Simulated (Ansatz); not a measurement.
## CH3FSSi, SMILES F[SiH]1CS1: a rigid scan of one bond length, step by step

Program: the Python package of Ansatz (0.2.0).

Run as a notebook:

```python
import ansatz as az
import numpy as np
```

```python
geometry_ang = [
    ('F', (0.5899, -1.7085, -1.1842)),
    ('Si', (-0.3601, -0.8277, -0.1815)),
    ('C', (0.0486, 0.9142, -0.0337)),
    ('S', (1.0961, 0.1994, 1.1899)),
    ('H', (-1.2691, -1.5911, 0.6884)),
    ('H', (0.6295, 1.3621, -0.8503)),
    ('H', (-0.6737, 1.5836, 0.3257)),
]
ch3fssi = az.Crystal.molecule()
for symbol, xyz in geometry_ang:
    ch3fssi = ch3fssi.atom(symbol, xyz)

symbols = [site.symbol for site in ch3fssi.cartesian_sites]
start = np.array([site.position_ang for site in ch3fssi.cartesian_sites])
axis = (start[0] - start[1]) / np.linalg.norm(start[0] - start[1])
moving = [0]
lengths, energies = [1.442, 1.507, 1.573, 1.638, 1.704, 1.769, 1.835, 1.933], []
for length in lengths:
    xyz = start.copy()
    xyz[moving] += (length - np.linalg.norm(start[0] - start[1])) * axis
    point = az.Crystal.molecule()
    for symbol, place in zip(symbols, xyz):
        point = point.atom(symbol, place.tolist())
    calc = point.calculation().basis(gaussian='6-31G*').functional('r2scan')
    summary = calc.run(threads=1, pin='off').report
    energies.append(summary['free_energy_ev'])
    print(f'r = {length:6.3f} A  E = {energies[-1]:.5f} eV  <S^2> = {abs(summary["mean_field"]["state"]["spin_squared"]):.3f}')
```

    r =  1.442 A  E = -22511.58130 eV  <S^2> = 0.000
    r =  1.507 A  E = -22512.02522 eV  <S^2> = 0.000
    r =  1.573 A  E = -22512.21346 eV  <S^2> = 0.000
    r =  1.638 A  E = -22512.21696 eV  <S^2> = 0.000
    r =  1.704 A  E = -22512.09256 eV  <S^2> = 0.000
    r =  1.769 A  E = -22511.88442 eV  <S^2> = 0.000
    r =  1.835 A  E = -22511.61612 eV  <S^2> = 0.000
    r =  1.933 A  E = -22511.15723 eV  <S^2> = 0.000

```python
# quartic fit about the minimum
fit = np.polynomial.Polynomial.fit(lengths, np.array(energies) - min(energies), 4).convert()
roots = [r.real for r in fit.deriv().roots() if abs(r.imag) < 1e-9 and fit.deriv(2)(r.real) > 0]
r_e = min(roots, key=lambda r: abs(r - lengths[int(np.argmin(energies))]))
print(f'minimum of the fit at {r_e:.4f} A, force constant {fit.deriv(2)(r_e):.2f} eV/A^2')
```

    minimum of the fit at 1.6060 A, force constant 35.94 eV/A^2

Total energies depend on the basis set; only differences at equal settings carry meaning. The rest of the molecule is held rigid at a force-field or estimated start geometry, and the basis set is modest; single-reference methods fail as a bond breaks. The orbitals are restricted, so S² is zero by construction. The whole script took 35 s on 1 thread of Arm Neoverse V1, with other jobs on the host, peak memory 0.19 GiB.
